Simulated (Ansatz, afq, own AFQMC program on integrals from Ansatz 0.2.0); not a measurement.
**H3 (doublet): quantum Monte Carlo beside coupled cluster at distance H1–H2 along a hydrogen transfer = 0.745 Å, cc-pVTZ**

The task here is to estimate one member of a computed series from the others.

Computed with Ansatz 0.2.0, Gaussian basis, and an in-house AFQMC program (afq) on its integrals; all values are calculated. Level: cc-pVTZ, frozen cores.

To be run: Full CI; PBE (unrestricted); r2SCAN (unrestricted); PBE0 (unrestricted); B3LYP (unrestricted); wB97M-V (unrestricted); B2PLYP (unrestricted); CCSD(T) on UHF; Full CI; Phaseless AFQMC, CISD trial on UHF.

### The system

The geometry derives from fragments relaxed apart (PBE0/def2-TZVP) and kept rigid, so it is no stationary point. A hydrogen atom is moved between rigid fragments.

3 atoms, charge 0, spin multiplicity 2.

Atoms are counted from 1 here; the program's logs count them from 0.

Bond lengths: H1–H2 0.745 Å.

The first run:

in.yaml reads:

```yaml
crystal:
  periodic: [false, false, false]
  atoms:
    - {symbol: H, position_ang: [0.000000, 0.000000, -0.819000]}
    - {symbol: H, position_ang: [0.000000, 0.000000, -0.074000]}
    - {symbol: H, position_ang: [0.000000, 0.000000, 0.893000]}
basis:
  gaussian: {orbitals: cc-pVTZ}
magnetization: {spin_polarized: false, initial_magnetization: 1}
correlation: {method: fci, electrons: outside_noble_gas}
```

On the command line:

```sh
ansatz run in.yaml --threads 1 --pin off --events-out ev --progress --plain --max-ram 15360MiB --backend cuda --devices 0, --max-vram 18GiB
```

Among the steps run: Full CI; PBE (unrestricted); r2SCAN (unrestricted); PBE0 (unrestricted); B3LYP (unrestricted); wB97M-V (unrestricted); B2PLYP (unrestricted); CCSD(T) on UHF; Phaseless AFQMC, CISD trial on UHF.

One table of the session follows, with a row left open; its other results are not shown here.

On the UHF determinant, counted from full CI (exact for this spin and basis):

```
                                                level  from full CI (kJ/mol)
                                                   HF                      ?
                                                  MP2                  +29.2
                                                 CCSD                   +1.3
                                              CCSD(T)                   +0.3
                                              full CI                    0.0
Phaseless AFQMC, CISD trial, step 0.005, 4000 walkers                    0.0
```

**Question.** Estimate the row for HF.

**Answer.** from full CI (kJ/mol): +132.2. In the column «from full CI (kJ/mol)» it is the highest.

Caveats from the session: On UHF the phaseless walk with the CISD trial lies 0.0 kJ/mol from full CI, within three error bars.
